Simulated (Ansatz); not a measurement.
# Ti: an axial (c/a) deformation path

Aim: for Ti, follow an axial (c/a) deformation at fixed volume.

Computed with Ansatz 0.2.0 (DFT PBE, scalar-relativistic, plane waves, PAW, unless a step's input says otherwise).

## 1. The starting structure

Symmetry: P6_3/mmc, No. 194, hexagonal system. Conventional cell: a = 2.950 Å, b = 2.950 Å, c = 4.686 Å, α = 90.00°, β = 90.00°, γ = 120.00°. Ti (site symmetry -6m2) is surrounded by 12 Ti at 2.90 to 2.95 Å.

As a file:

```xyz
2
Lattice="2.9500 0.0000 0.0000 -1.4750 2.5548 0.0000 0.0000 0.0000 4.6860" Properties=species:S:1:pos:R:3 pbc="T T T"
Ti    0.0000    1.7032    1.1715
Ti    1.4750    0.8516    3.5145
```

No relaxation comes first: the listed cell is the starting point.

## 2. The reference cell

The reference gives a free energy of -4999.3423 eV, pressure -1.63 GPa, largest force 0.000 eV/Å and gap on the mesh none (metal). It was computed beforehand with the settings of the runs below.

## 3. Setting up an axial (c/a) deformation path

At fixed volume and fractional coordinates, lengths along (0.000, 0.000, 1.000) are scaled against those across it; ρ is that ratio over its starting value.

## 4. At ρ = 0.850

The input, input.yaml:

```yaml
crystal:
  lattice:
    - [3.1142159576, 0.0, 0.0]
    - [-1.5571079788, 2.6969901322, 0.0]
    - [0.0, 0.0, 4.2048279924]
  atoms:
    - { symbol: Ti, position: [0.3333333333, 0.6666666667, 0.25] }
    - { symbol: Ti, position: [0.6666666667, 0.3333333333, 0.75] }
basis:
  ecutwfc: 420
kpoints:
  mp_grid: { grid: [24, 24, 12] }
hamiltonian:
  xc: pbe
scf:
  occupations: { method: gaussian, width: 0.15 }
output:
  forces: true
  stress: true
  eigenvalues: true
```

Launch:

```console
$ ansatz run input.yaml --threads 1 --pin off --max-ram 2560MiB --backend cpu --events-out ev --progress --plain --runs-dir out
```

The log of the run, shortened:

```text
Warning: RAYON_NUM_THREADS=1 ignored (pool sized by the plan → 1); use --threads N
[...]
Pseudopotentials: kind: paw
Pseudopotential: Ti, paw, valence charge 12, recommended cutoff 420 eV (normal), Ti.paw.azcp
Functional definition: PBE
[...]
Crystal: 2 atoms, lattice volume = 35.316 Å³
Basis set: ecut = 420 eV, 687 PW (Γ), exchange–correlation on 48×48×60 points (8 copies of the dense FFT grid, shifted against one another)
Bands: 16, of which v1, the nominal top of the filled ones, is band 12 counted from 1 (11 counted from 0)
Symmetry: 24 space group operations
Space group: P63/mmc (ITA 194), of the structure as read, at distance tolerance 3.3e-5 Å
k-points: 427 of 6912
[...]
SCF iter   1: F=—  HF=-4999.170093 eV  |F-HF|=—  |Δ(HF+E_count)|=         —  Δρ=6.87e-3  dr2=1.22e-2  ethr=1.77e-3  ⟨swp⟩=3.2  Hψ=26113  notcnv=0
[...]
SCF iter   6: F=-4999.166454 eV  HF=-4999.166454 eV  |F-HF|=6.98e-10  |Δ(HF+E_count)|=   3.77e-9  Δρ=1.55e-6  dr2=7.22e-10  ethr=5.41e-11  ⟨swp⟩=2.0  Hψ=20835  notcnv=0
[...]
SCF converged after 6 iterations
Free energy (F): -4999.166454 eV
[...]
E sigma→0 (E₀):  -4999.153156 eV
Entropy (-TS):   -0.026595 eV (-13.297 meV/atom)
Fermi energy:    13.062677 eV
[...]
--- Forces (eV/Å), atoms counted from 1 ---
  atom   1  Ti     0.00000000    -0.00000000     0.00000000
  atom   2  Ti     0.00000000     0.00000000     0.00000000
[...]
--- Stress (GPa, compression-positive) ---
       -5.214808      -0.000000       0.000000
       -0.000000      -5.214808       0.000000
        0.000000       0.000000       8.122469
  P = ⅓ Tr σ = -0.7690 GPa (-7.690 kbar)
--- Band table (eV; the first three rows and the last of 427) ---
  k-point 0: bands = ["-43.7626", "-43.5474", "-20.4306", "-19.8461", "-19.8461", "-19.6440", "-19.6440", "-19.5686", "7.0100", "10.4908", "13.6517", "13.6517", "13.9979", "13.9979", "14.4234", "14.4234"]
[...]
```

Run time: 5.6 s. Hardware: 1 thread of Intel Xeon 6975P-C (Granite Rapids), shared host; peak memory 0.53 GiB.

## 5. At ρ = 1.200

input.yaml, as its differences from that of step 4:

```diff
@@ -2,5 +2,5 @@
   lattice:
-    - [3.1142159576, 0.0, 0.0]
-    - [-1.5571079788, 2.6969901322, 0.0]
-    - [0.0, 0.0, 4.2048279924]
+    - [2.7760542717, 0.0, 0.0]
+    - [-1.3880271359, 2.4041335216, 0.0]
+    - [0.0, 0.0, 5.2916337976]
   atoms:
```

Launch:

```console
$ ansatz run input.yaml --threads 1 --pin off --max-ram 2560MiB --backend cpu --events-out ev --progress --plain --runs-dir out
```

The log of the run, shortened:

```text
[...]
SCF converged after 6 iterations
Free energy (F): -4999.100779 eV
[...]
E sigma→0 (E₀):  -4999.086516 eV
Entropy (-TS):   -0.028526 eV (-14.263 meV/atom)
Fermi energy:    13.051299 eV
[...]
--- Forces (eV/Å), atoms counted from 1 ---
  atom   1  Ti     0.00000000     0.00000000     0.00000000
  atom   2  Ti    -0.00000000    -0.00000000    -0.00000000
[...]
--- Stress (GPa, compression-positive) ---
        3.518425       0.000000       0.000000
        0.000000       3.518425       0.000000
        0.000000       0.000000     -11.272498
  P = ⅓ Tr σ = -1.4119 GPa (-14.119 kbar)
--- Band table (eV; the first three rows and the last of 427) ---
  k-point 0: bands = ["-43.6154", "-43.5568", "-20.0652", "-19.6441", "-19.4296", "-19.4296", "-19.3975", "-19.3975", "7.0085", "10.2175", "12.4330", "12.9182", "14.0807", "14.0807", "14.3104", "14.3104"]
[...]
```

Run time: 5.7 s. Hardware: 1 thread of Intel Xeon 6975P-C (Granite Rapids), shared host; peak memory 0.53 GiB.

## 6. Point ρ = 0.920

input.yaml, as its differences from that of step 5:

```diff
@@ -2,5 +2,5 @@
   lattice:
-    - [2.7760542717, 0.0, 0.0]
-    - [-1.3880271359, 2.4041335216, 0.0]
-    - [0.0, 0.0, 5.2916337976]
+    - [3.0331397821, 0.0, 0.0]
+    - [-1.516569891, 2.6267761045, 0.0]
+    - [0.0, 0.0, 4.4326234106]
   atoms:
```

Launch:

```console
$ ansatz run input.yaml --threads 1 --pin off --max-ram 2560MiB --backend cpu --events-out ev --progress --plain --runs-dir out
```

The log of the run, shortened:

```text
Warning: RAYON_NUM_THREADS=1 ignored (pool sized by the plan → 1); use --threads N
[...]
Pseudopotentials: kind: paw
Pseudopotential: Ti, paw, valence charge 12, recommended cutoff 420 eV (normal), Ti.paw.azcp
Functional definition: PBE
[...]
Crystal: 2 atoms, lattice volume = 35.316 Å³
Basis set: ecut = 420 eV, 675 PW (Γ), exchange–correlation on 48×48×60 points (8 copies of the dense FFT grid, shifted against one another)
Bands: 16, of which v1, the nominal top of the filled ones, is band 12 counted from 1 (11 counted from 0)
Symmetry: 24 space group operations
Space group: P63/mmc (ITA 194), of the structure as read, at distance tolerance 3.3e-5 Å
k-points: 427 of 6912
[...]
SCF iter   1: F=—  HF=-4999.296436 eV  |F-HF|=—  |Δ(HF+E_count)|=         —  Δρ=6.41e-3  dr2=9.09e-3  ethr=1.77e-3  ⟨swp⟩=3.2  Hψ=26063  notcnv=0
[...]
SCF iter   6: F=-4999.293686 eV  HF=-4999.293686 eV  |F-HF|=3.24e-10  |Δ(HF+E_count)|=  6.37e-11  Δρ=2.75e-6  dr2=1.58e-9  ethr=2.90e-10  ⟨swp⟩=2.1  Hψ=24818  notcnv=0
[...]
SCF converged after 6 iterations
Free energy (F): -4999.293686 eV
[...]
E sigma→0 (E₀):  -4999.281399 eV
Entropy (-TS):   -0.024574 eV (-12.287 meV/atom)
Fermi energy:    13.131206 eV
[...]
--- Forces (eV/Å), atoms counted from 1 ---
  atom   1  Ti    -0.00000000    -0.00000000     0.00000000
  atom   2  Ti     0.00000000     0.00000000    -0.00000000
[...]
--- Stress (GPa, compression-positive) ---
       -4.027050      -0.000000       0.000000
       -0.000000      -4.027050      -0.000000
        0.000000      -0.000000       4.087401
  P = ⅓ Tr σ = -1.3222 GPa (-13.222 kbar)
--- Band table (eV; the first three rows and the last of 427) ---
  k-point 0: bands = ["-43.7437", "-43.5734", "-20.3833", "-19.7720", "-19.7720", "-19.6287", "-19.6287", "-19.6052", "6.9866", "10.5082", "13.7825", "13.7825", "14.3414", "14.3414", "14.4104", "14.4104"]
[...]
```

Run time: 6 s. Hardware: 1 thread of Intel Xeon 6975P-C (Granite Rapids), shared host; peak memory 0.53 GiB.

## 7. ρ = 1.100

input.yaml, as its differences from that of step 6:

```diff
@@ -2,5 +2,5 @@
   lattice:
-    - [3.0331397821, 0.0, 0.0]
-    - [-1.516569891, 2.6267761045, 0.0]
-    - [0.0, 0.0, 4.4326234106]
+    - [2.8577493804, 0.0, 0.0]
+    - [-1.4288746902, 2.4748835611, 0.0]
+    - [0.0, 0.0, 4.9934120815]
   atoms:
```

Launch:

```console
$ ansatz run input.yaml --threads 1 --pin off --max-ram 2560MiB --backend cpu --events-out ev --progress --plain --runs-dir out
```

The log of the run, shortened:

```text
Warning: RAYON_NUM_THREADS=1 ignored (pool sized by the plan → 1); use --threads N
[...]
Pseudopotentials: kind: paw
Pseudopotential: Ti, paw, valence charge 12, recommended cutoff 420 eV (normal), Ti.paw.azcp
Functional definition: PBE
[...]
Crystal: 2 atoms, lattice volume = 35.316 Å³
Basis set: ecut = 420 eV, 713 PW (Γ), exchange–correlation on 40×40×72 points (8 copies of the dense FFT grid, shifted against one another)
Bands: 16, of which v1, the nominal top of the filled ones, is band 12 counted from 1 (11 counted from 0)
Symmetry: 24 space group operations
Space group: P63/mmc (ITA 194), of the structure as read, at distance tolerance 3.3e-5 Å
k-points: 427 of 6912
[...]
SCF iter   1: F=—  HF=-4999.266595 eV  |F-HF|=—  |Δ(HF+E_count)|=         —  Δρ=3.92e-3  dr2=2.27e-3  ethr=1.77e-3  ⟨swp⟩=3.4  Hψ=26235  notcnv=0
[...]
SCF iter   6: F=-4999.266672 eV  HF=-4999.266672 eV  |F-HF|=9.91e-11  |Δ(HF+E_count)|=   5.71e-9  Δρ=1.23e-6  dr2=4.47e-10  ethr=4.36e-11  ⟨swp⟩=2.0  Hψ=20686  notcnv=0
[...]
SCF converged after 6 iterations
Free energy (F): -4999.266672 eV
[...]
E sigma→0 (E₀):  -4999.253859 eV
Entropy (-TS):   -0.025626 eV (-12.813 meV/atom)
Fermi energy:    13.088815 eV
[...]
--- Forces (eV/Å), atoms counted from 1 ---
  atom   1  Ti     0.00000000    -0.00000000    -0.00000000
  atom   2  Ti    -0.00000000     0.00000000     0.00000000
[...]
--- Stress (GPa, compression-positive) ---
        1.828830       0.000000       0.000000
        0.000000       1.828830      -0.000000
        0.000000      -0.000000      -8.294401
  P = ⅓ Tr σ = -1.5456 GPa (-15.456 kbar)
--- Band table (eV; the first three rows and the last of 427) ---
  k-point 0: bands = ["-43.6830", "-43.5959", "-20.1964", "-19.6584", "-19.5811", "-19.5811", "-19.5255", "-19.5255", "6.9796", "10.3663", "13.0276", "13.4069", "13.9945", "13.9945", "14.3315", "14.3315"]
[...]
```

It took 5.4 s on 1 thread of Intel Xeon 6975P-C (Granite Rapids), shared host; peak memory 0.54 GiB.

## 8. Point ρ = 0.960

input.yaml, as its differences from that of step 7:

```diff
@@ -2,5 +2,5 @@
   lattice:
-    - [2.8577493804, 0.0, 0.0]
-    - [-1.4288746902, 2.4748835611, 0.0]
-    - [0.0, 0.0, 4.9934120815]
+    - [2.9904138122, 0.0, 0.0]
+    - [-1.4952069061, 2.5897743292, 0.0]
+    - [0.0, 0.0, 4.5601917682]
   atoms:
```

Launch:

```console
$ ansatz run input.yaml --threads 1 --pin off --max-ram 2560MiB --backend cpu --events-out ev --progress --plain --runs-dir out
```

The log of the run, shortened:

```text
Warning: RAYON_NUM_THREADS=1 ignored (pool sized by the plan → 1); use --threads N
[...]
Pseudopotentials: kind: paw
Pseudopotential: Ti, paw, valence charge 12, recommended cutoff 420 eV (normal), Ti.paw.azcp
Functional definition: PBE
[...]
Crystal: 2 atoms, lattice volume = 35.316 Å³
Basis set: ecut = 420 eV, 675 PW (Γ), exchange–correlation on 40×40×64 points (8 copies of the dense FFT grid, shifted against one another)
Bands: 16, of which v1, the nominal top of the filled ones, is band 12 counted from 1 (11 counted from 0)
Symmetry: 24 space group operations
Space group: P63/mmc (ITA 194), of the structure as read, at distance tolerance 3.3e-5 Å
k-points: 427 of 6912
[...]
SCF iter   1: F=—  HF=-4999.333421 eV  |F-HF|=—  |Δ(HF+E_count)|=         —  Δρ=5.61e-3  dr2=6.15e-3  ethr=1.77e-3  ⟨swp⟩=3.3  Hψ=26136  notcnv=0
[...]
SCF iter   6: F=-4999.331785 eV  HF=-4999.331785 eV  |F-HF|=3.64e-12  |Δ(HF+E_count)|=   1.56e-8  Δρ=1.26e-6  dr2=3.25e-10  ethr=1.76e-10  ⟨swp⟩=2.0  Hψ=20905  notcnv=0
[...]
SCF converged after 6 iterations
Free energy (F): -4999.331785 eV
[...]
E sigma→0 (E₀):  -4999.319994 eV
Entropy (-TS):   -0.023581 eV (-11.791 meV/atom)
Fermi energy:    13.133195 eV
[...]
--- Forces (eV/Å), atoms counted from 1 ---
  atom   1  Ti     0.00000000    -0.00000000     0.00000000
  atom   2  Ti     0.00000000     0.00000000     0.00000000
[...]
--- Stress (GPa, compression-positive) ---
       -2.849887      -0.000000       0.000000
       -0.000000      -2.849887       0.000000
        0.000000       0.000000       1.094250
  P = ⅓ Tr σ = -1.5352 GPa (-15.352 kbar)
--- Band table (eV; the first three rows and the last of 427) ---
  k-point 0: bands = ["-43.7311", "-43.5832", "-20.3445", "-19.7314", "-19.7314", "-19.6194", "-19.6145", "-19.6145", "6.9783", "10.4999", "13.8434", "13.8434", "14.2001", "14.2309", "14.3958", "14.3958"]
[...]
```

Wall time 5.4 s (1 thread of Intel Xeon 6975P-C (Granite Rapids), shared host); peak memory 0.54 GiB.

## 9. At ρ = 1.050

input.yaml, as its differences from that of step 8:

```diff
@@ -2,5 +2,5 @@
   lattice:
-    - [2.9904138122, 0.0, 0.0]
-    - [-1.4952069061, 2.5897743292, 0.0]
-    - [0.0, 0.0, 4.5601917682]
+    - [2.902408928, 0.0, 0.0]
+    - [-1.451204464, 2.5135598638, 0.0]
+    - [0.0, 0.0, 4.8409264427]
   atoms:
```

Launch:

```console
$ ansatz run input.yaml --threads 1 --pin off --max-ram 2560MiB --backend cpu --events-out ev --progress --plain --runs-dir out
```

The log of the run, shortened:

```text
[...]
SCF converged after 6 iterations
Free energy (F): -4999.320579 eV
[...]
E sigma→0 (E₀):  -4999.308434 eV
Entropy (-TS):   -0.024290 eV (-12.145 meV/atom)
Fermi energy:    13.103804 eV
[...]
--- Forces (eV/Å), atoms counted from 1 ---
  atom   1  Ti     0.00000000     0.00000000    -0.00000000
  atom   2  Ti     0.00000000    -0.00000000     0.00000000
[...]
--- Stress (GPa, compression-positive) ---
        0.244647       0.000000      -0.000000
       -0.000000       0.244647       0.000000
       -0.000000       0.000000      -5.335579
  P = ⅓ Tr σ = -1.6154 GPa (-16.154 kbar)
--- Band table (eV; the first three rows and the last of 427) ---
  k-point 0: bands = ["-43.7047", "-43.5990", "-20.2517", "-19.6487", "-19.6415", "-19.6415", "-19.5687", "-19.5687", "6.9737", "10.4289", "13.3934", "13.6856", "13.9467", "13.9467", "14.3515", "14.3515"]
[...]
```

Wall time 8.4 s (1 thread of Intel Xeon 6975P-C (Granite Rapids), shared host); peak memory 0.51 GiB.

## 10. ρ = 0.800

input.yaml, as its differences from that of step 9:

```diff
@@ -2,5 +2,5 @@
   lattice:
-    - [2.902408928, 0.0, 0.0]
-    - [-1.451204464, 2.5135598638, 0.0]
-    - [0.0, 0.0, 4.8409264427]
+    - [3.177788863, 0.0, 0.0]
+    - [-1.5888944315, 2.7520458832, 0.0]
+    - [0.0, 0.0, 4.038272383]
   atoms:
```

Launch:

```console
$ ansatz run input.yaml --threads 1 --pin off --max-ram 2560MiB --backend cpu --events-out ev --progress --plain --runs-dir out
```

The log of the run, shortened:

```text
[...]
SCF converged after 6 iterations
Free energy (F): -4999.034145 eV
[...]
E sigma→0 (E₀):  -4999.020459 eV
Entropy (-TS):   -0.027373 eV (-13.686 meV/atom)
Fermi energy:    12.967446 eV
[...]
--- Forces (eV/Å), atoms counted from 1 ---
  atom   1  Ti    -0.00000000    -0.00000000    -0.00000000
  atom   2  Ti    -0.00000000     0.00000000     0.00000000
[...]
--- Stress (GPa, compression-positive) ---
       -5.642754       0.000000       0.000000
       -0.000000      -5.642754      -0.000000
        0.000000      -0.000000      10.572122
  P = ⅓ Tr σ = -0.2378 GPa (-2.378 kbar)
--- Band table (eV; the first three rows and the last of 427) ---
  k-point 0: bands = ["-43.7789", "-43.5281", "-20.4516", "-19.9064", "-19.9064", "-19.6512", "-19.6512", "-19.5430", "7.0324", "10.4556", "13.5387", "13.5387", "13.7670", "13.7670", "14.4184", "14.4184"]
[...]
```

It took 5.6 s on 1 thread of Intel Xeon 6975P-C (Granite Rapids), shared host; peak memory 0.54 GiB.

## 11. At ρ = 1.300

input.yaml, as its differences from that of step 10:

```diff
@@ -2,5 +2,5 @@
   lattice:
-    - [3.177788863, 0.0, 0.0]
-    - [-1.5888944315, 2.7520458832, 0.0]
-    - [0.0, 0.0, 4.038272383]
+    - [2.7029660044, 0.0, 0.0]
+    - [-1.3514830022, 2.3408372254, 0.0]
+    - [0.0, 0.0, 5.5816746605]
   atoms:
```

Launch:

```console
$ ansatz run input.yaml --threads 1 --pin off --max-ram 2560MiB --backend cpu --events-out ev --progress --plain --runs-dir out
```

The log of the run, shortened:

```text
[...]
SCF converged after 6 iterations
Free energy (F): -4998.903558 eV
[...]
E sigma→0 (E₀):  -4998.893304 eV
Entropy (-TS):   -0.020509 eV (-10.255 meV/atom)
Fermi energy:    12.977068 eV
[...]
--- Forces (eV/Å), atoms counted from 1 ---
  atom   1  Ti    -0.00000000    -0.00000000     0.00000000
  atom   2  Ti    -0.00000000     0.00000000     0.00000000
[...]
--- Stress (GPa, compression-positive) ---
        5.665265       0.000000       0.000000
        0.000000       5.665265       0.000000
        0.000000       0.000000     -13.873799
  P = ⅓ Tr σ = -0.8478 GPa (-8.478 kbar)
--- Band table (eV; the first three rows and the last of 427) ---
  k-point 0: bands = ["-43.5841", "-43.5452", "-19.9792", "-19.6566", "-19.2952", "-19.2952", "-19.2768", "-19.2768", "7.0548", "10.0403", "11.9790", "12.4803", "14.1231", "14.1231", "14.2760", "14.2760"]
[...]
```

It took 6 s on 1 thread of Intel Xeon 6975P-C (Granite Rapids), shared host; peak memory 0.54 GiB.

## 12. The scan collected

The scan, with free energies counted from the undisturbed cell:

```
    ρ  ΔE (meV/atom)  pressure (GPa)  space group
0.800          154.1            -0.2     P6_3/mmc
0.850           87.9            -0.8     P6_3/mmc
0.920           24.3            -1.3     P6_3/mmc
0.960            5.3            -1.5     P6_3/mmc
1.000            0.0            -1.6     P6_3/mmc
1.050           10.9            -1.6     P6_3/mmc
1.100           37.8            -1.5     P6_3/mmc
1.200          120.8            -1.4     P6_3/mmc
1.300          219.4            -0.8     P6_3/mmc
```

## 13. Results

| quantity | value |
| --- | --- |
| highest point | 219.4 meV/atom at ρ = 1.300 |

The undisturbed cell stays the lowest of the sampled points. No sampled point inside the path is a dip, apart from those named.
